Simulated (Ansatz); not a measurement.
# C5HBClF7O2: up Jacob's ladder to CCSD(T)

The task here is to estimate one member of a computed series from the others.

Program: Ansatz 0.2.0, Gaussian basis. Level of theory: functionals in def2-TZVPP, the program's frozen cores in correlated methods. These are calculated values, not measurements.

Levels to be run: LDA (SPW92), PBE-D4, revPBE-D4, BLYP-D4, r2SCAN-D4, B97M-V, PBE0-D4, B3LYP-D4, r2SCANh-D4, r2SCAN0-D4, HSE06-D4, BHLYP-D4, CAM-B3LYP-D4, LC-ωPBE, ωB97X-V, ωB97M-V, B2PLYP, PBE-QIDH; CCSD(T)/def2-SVP; CCSD(T)/def2-TZVPP; MP2/def2-QZVPP; extrapolation to the limit; RPA on PBE.

## The relaxed structure

An earlier PBE0-D4 in a triple-zeta def2 set relaxation fixed the geometry.

SMILES `F[B-]1(Cl)OC(C(F)(F)F)=CC(C(F)(F)F)=[O+]1`, 17 atoms, charge 0, spin multiplicity 1.

Atoms are counted from 1 here; the program's logs count them from 0.

Bond lengths: F1–B2 1.337 Å, B2–Cl3 1.816 Å, B2–O4 1.521 Å, B2–O16 1.521 Å, O4–C5 1.265 Å, C5–C6 1.529 Å, C5–C10 1.383 Å, C6–F7 1.330 Å, C6–F8 1.327 Å, C6–F9 1.325 Å, C10–C11 1.383 Å, C10–H17 1.077 Å, C11–C12 1.529 Å, C11–O16 1.265 Å, C12–F13 1.327 Å, C12–F14 1.330 Å, C12–F15 1.325 Å. Angles: F1–B2–Cl3 116.2°, F1–B2–O4 108.8°, F1–B2–O16 108.8°, Cl3–B2–O4 107.9°, Cl3–B2–O16 108.0°, O4–B2–O16 106.8°, B2–O4–C5 121.3°, O4–C5–C6 113.8°, O4–C5–C10 124.4°, C6–C5–C10 121.7°, C5–C6–F7 110.9°, C5–C6–F8 109.8°, C5–C6–F9 109.9°, F7–C6–F8 108.6°, F7–C6–F9 108.6°, F8–C6–F9 108.9°, C5–C10–C11 115.4°, C5–C10–H17 122.1° and more.

Set-up of the first run:

Contents of in.yaml:

```yaml
crystal:
  periodic: [false, false, false]
  atoms:
    - {symbol: F, position_ang: [-2.068788, -2.131028, -1.098975]}
    - {symbol: B, position_ang: [-1.431505, -1.483924, -0.117302]}
    - {symbol: Cl, position_ang: [-1.871016, -1.965716, 1.577035]}
    - {symbol: O, position_ang: [-1.693659, 0.007536, -0.263505]}
    - {symbol: C, position_ang: [-0.794906, 0.861544, -0.009808]}
    - {symbol: C, position_ang: [-1.296551, 2.306224, -0.011340]}
    - {symbol: F, position_ang: [-0.307122, 3.152111, 0.261683]}
    - {symbol: F, position_ang: [-1.795624, 2.608585, -1.203109]}
    - {symbol: F, position_ang: [-2.244890, 2.454966, 0.902508]}
    - {symbol: C, position_ang: [0.536803, 0.555527, 0.204420]}
    - {symbol: C, position_ang: [0.889622, -0.760405, -0.034023]}
    - {symbol: C, position_ang: [2.352115, -1.206370, -0.065459]}
    - {symbol: F, position_ang: [2.656516, -1.666384, -1.272458]}
    - {symbol: F, position_ang: [3.163504, -0.191628, 0.219113]}
    - {symbol: F, position_ang: [2.549621, -2.168696, 0.824031]}
    - {symbol: O, position_ang: [0.066456, -1.687127, -0.288970]}
    - {symbol: H, position_ang: [1.270424, 1.314281, 0.416458]}
basis:
  gaussian: {orbitals: def2-TZVPP}
hamiltonian: {xc: lda}
output: {orbitals: {seedname: orbitals}}
```

Command:

```
> ansatz run in.yaml --threads 11 --pin off --events-out ev --progress --plain --max-ram 174080MiB --backend cuda --devices 0, --max-vram 75GiB
```

Steps of the session up to this table: LDA; PBE-D4 (GGA); revPBE-D4 (GGA); BLYP-D4 (GGA); r2SCAN-D4 (meta-GGA); B97M-V (meta-GGA); PBE0-D4 (hybrid); B3LYP-D4 (hybrid); r2SCANh-D4 (hybrid); r2SCAN0-D4 (hybrid); HSE06-D4 (hybrid); BHLYP-D4 (hybrid); CAM-B3LYP-D4 (range-separated); LC-ωPBE (range-separated); ωB97X-V (range-separated); ωB97M-V (range-separated); B2PLYP (double hybrid); PBE-QIDH (double hybrid).

One of the session's tables, all rows but one given; the rest of the session is left out.

It belongs to the step «Orbital energies across the functionals». 

```
  functional  HOMO (eV)  LUMO (eV)  gap (eV)
 LDA (SPW92)      -7.71      -5.09      2.62
      PBE-D4      -7.50      -4.76      2.74
   revPBE-D4      -7.41      -4.64      2.77
     BLYP-D4      -7.34      -4.64      2.70
   r2SCAN-D4      -7.85      -4.76      3.09
      B97M-V      -7.93      -4.65      3.27
     PBE0-D4      -8.90      -4.05      4.85
    B3LYP-D4      -8.63      -4.25      4.38
  r2SCANh-D4      -8.37      -4.49      3.88
  r2SCAN0-D4      -9.14      -4.05      5.09
    HSE06-D4      -8.50      -4.43      4.07
    BHLYP-D4          ?          ?         ?
CAM-B3LYP-D4     -10.29      -3.00      7.29
     LC-ωPBE     -11.64      -1.90      9.74
     ωB97X-V     -11.29      -1.89      9.40
     ωB97M-V     -11.16      -1.92      9.24
```

Estimate the missing values for BHLYP-D4.

Worked estimate for «HOMO (eV)». Against the share of exact exchange, BLYP-D4 (0, -7.34), B3LYP-D4 (0.2, -8.63) give a slope of -6.45 per unit share; at 0.5 the line stands at -10.57.

As computed: HOMO (eV): -10.15; LUMO (eV): -3.14; gap (eV): 7.02. In «HOMO (eV)» the line misses by -0.42.
